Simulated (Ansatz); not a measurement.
**MgSe+ (doublet): from Hartree-Fock to the top rungs at distance Se1–Mg2 = 6.485 Å, cc-pVDZ**

How much of the correlation energy of MgSe+ (doublet) does each wave-function method recover here?

The runs use Ansatz 0.2.0, Gaussian basis; cc-pVDZ, core rule «outside noble gas», up to 19 orbitals frozen.

The runs, in order: UHF; CCSD(T) on ROHF; CCSD(T) on UHF; BCCD(T) on ROHF; CISD as a restricted active space (open shells left free, so some higher excitations enter); CCSDT(Q) on ROHF; CCSDT(Q) on UHF; CASSCF and MRCISD+Q, 3 electrons in 3 orbitals; CASSCF and NEVPT2, 3 electrons in 3 orbitals; Full CI; Full CI in the symmetry of the determinant.

42 further runs of the same task are left out: 23 for a known fault of the program, 15 that didn't finish, 4 set aside as unsound or not needed. Runs told in other sessions of the task aren't counted.

### 1 What is computed

The geometry derives from a PBE0/def2-TZVP stationary point (not a proven minimum). One bond is set to the value named and the two fragments are kept rigid. No spin-orbit coupling is included. The filled d shell of Se may be among the frozen orbitals whatever the setting's name suggests.

2 atoms, charge 1, spin multiplicity 2.

Atoms are counted from 1 here; the program's logs count them from 0.

No contacts short enough for the rule that draws bonds.

### 2 UHF

Input file in.yaml:

```yaml
crystal:
  periodic: [false, false, false]
  atoms:
    - {symbol: Se, position_ang: [0.000000, 0.000000, 0.000000]}
    - {symbol: Mg, position_ang: [0.000000, 0.000000, 6.485000]}
basis:
  gaussian: {orbitals: cc-pVDZ}
total_charge: 1
magnetization: {spin_polarized: true, initial_magnetization: 1}
hamiltonian: {xc: hf}
output: {orbitals: {seedname: orbitals}}
```

Launch:

```console
$ ansatz run in.yaml --threads 1 --pin off --events-out ev --progress --plain --max-ram 2393MiB
```

After this run come: CCSD(T) on ROHF; CCSD(T) on UHF; BCCD(T) on ROHF; CISD as a restricted active space (open shells left free, so some higher excitations enter); CCSDT(Q) on ROHF; CCSDT(Q) on UHF; CASSCF and MRCISD+Q, 3 electrons in 3 orbitals; CASSCF and NEVPT2, 3 electrons in 3 orbitals; Full CI; Full CI in the symmetry of the determinant.

Q: Predict the results of all the runs planned. Wanted: FCI from the RHF energy; UMP2 from FCI; UCCSD(T) from FCI; UCCSDT(Q) from FCI; NEVPT2 pair from FCI; MRCISD+Q pair from FCI; T1 diagnostic; effectively unpaired electrons.

As calculated:

```
                         quantity                                              value
          FCI from the ROHF energy                                         -4.5059 eV
                    UMP2 from FCI                                       +43.1 kJ/mol
                UCCSD(T) from FCI                                        -0.4 kJ/mol
               UCCSDT(Q) from FCI                                        -1.1 kJ/mol
             NEVPT2 pair from FCI                                       +39.7 kJ/mol
           MRCISD+Q pair from FCI                                        -2.9 kJ/mol
levels within 1 kcal/mol (43 meV)  UCCSD, UCCSD(T), UCCSDT, UCCSDT(Q), MRCISD+Q pair
                    T1 diagnostic                                              0.445
   effectively unpaired electrons                                               3.01
```

In words: UCCSD(T) misses by -0.4 kJ/mol, 0.1 % of the correlation energy. UCCSD(T), UCCSDT, UCCSDT(Q), MRCISD+Q pair fall below full CI: unrestricted runs freeze a spin-polarised core, another one than full CI's, and coupled cluster isn't variational. The occupations show strong static correlation (3.0 unpaired electrons where one determinant has 1). Coupled cluster on one determinant still stays close here. Of the multireference levels listed MRCISD+Q pair comes nearest in total energy (-2.9 kJ/mol), which doesn't show that its space is the better one. The lowest state has another symmetry than the determinant, whose own symmetry lies 0.06 eV higher, so single-reference misses include that gap. Coupled cluster took another determinant than the lowest Hartree-Fock one. These misses are within one basis, not against nature; the frozen cores of restricted and unrestricted runs differ, which can shift their rows.

Levels on UHF freeze UHF's core orbitals, full CI those of ROHF, so the U rows can settle a little off it for that reason alone.

With open shells the CI space here admits some higher excitations, so it is larger than plain CISD.
